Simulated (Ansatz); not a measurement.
# Br2H2O2Si: how energies converge with the basis set

The task here is to estimate one member of a computed series from the others.

The runs use Ansatz 0.2.0, Gaussian basis; one geometry, several basis sets.

The runs, in order: PBE0-D4/def2-SVP; ωB97M-V/def2-SVP; PBE0-D4/def2-QZVPP; ωB97M-V/def2-QZVPP; the functionals' def2-TZVPP values are taken from earlier runs.

## The relaxed structure

An earlier PBE0-D4 in a triple-zeta def2 set relaxation fixed the geometry.

7 atoms, charge 0, spin multiplicity 1.

Atoms are counted from 1 here; the program's logs count them from 0.

Bond lengths: O1–Si2 1.623 Å, O1–H6 0.959 Å, Si2–O3 1.616 Å, Si2–Br4 2.193 Å, Si2–Br5 2.214 Å, O3–H7 0.960 Å. Angles: Si2–O1–H6 118.2°, O1–Si2–O3 109.0°, O1–Si2–Br4 112.2°, O1–Si2–Br5 108.7°, O3–Si2–Br4 106.5°, O3–Si2–Br5 111.7°, Br4–Si2–Br5 108.7°, Si2–O3–H7 117.6°.

Set-up of the first run:

Input file in.yaml:

```yaml
crystal:
  periodic: [false, false, false]
  atoms:
    - {symbol: O, position_ang: [-0.809160, 0.257376, 1.134909]}
    - {symbol: Si, position_ang: [-0.037043, -0.070709, -0.254486]}
    - {symbol: O, position_ang: [1.120800, -1.161771, 0.030688]}
    - {symbol: Br, position_ang: [-1.368742, -0.955414, -1.755395]}
    - {symbol: Br, position_ang: [0.795523, 1.813601, -1.066679]}
    - {symbol: H, position_ang: [-1.407458, 1.006675, 1.155173]}
    - {symbol: H, position_ang: [1.767380, -0.957757, 0.710291]}
basis:
  gaussian: {orbitals: def2-SVP}
hamiltonian: {xc: pbe0, dispersion: d4}
output: {orbitals: {seedname: orbitals}}
```

Command:

```bash
ansatz run in.yaml --threads 4 --pin off --events-out ev --progress --plain --max-ram 10444MiB
```

Among the steps run: PBE0-D4 in def2-SVP; ωB97M-V in def2-SVP; PBE0-D4 in def2-QZVPP; ωB97M-V in def2-QZVPP.

One table of the session follows, with a row left open; its other results are not shown here.

It belongs to the step «Functionals by basis». 

```
functional       basis  HOMO (eV)  LUMO (eV)
   PBE0-D4    def2-SVP      -8.30       0.15
   PBE0-D4  def2-TZVPP          ?          ?
   PBE0-D4  def2-QZVPP      -8.46      -0.36
   ωB97M-V    def2-SVP     -10.47       2.14
   ωB97M-V  def2-TZVPP     -10.63       1.59
   ωB97M-V  def2-QZVPP     -10.66       1.17
```

Q: Estimate the row for PBE0-D4, def2-TZVPP from the others.

The run gave: HOMO (eV): -8.44; LUMO (eV): -0.20. In the column «HOMO (eV)» it lies between PBE0-D4, def2-QZVPP (-8.46) and PBE0-D4, def2-SVP (-8.30).
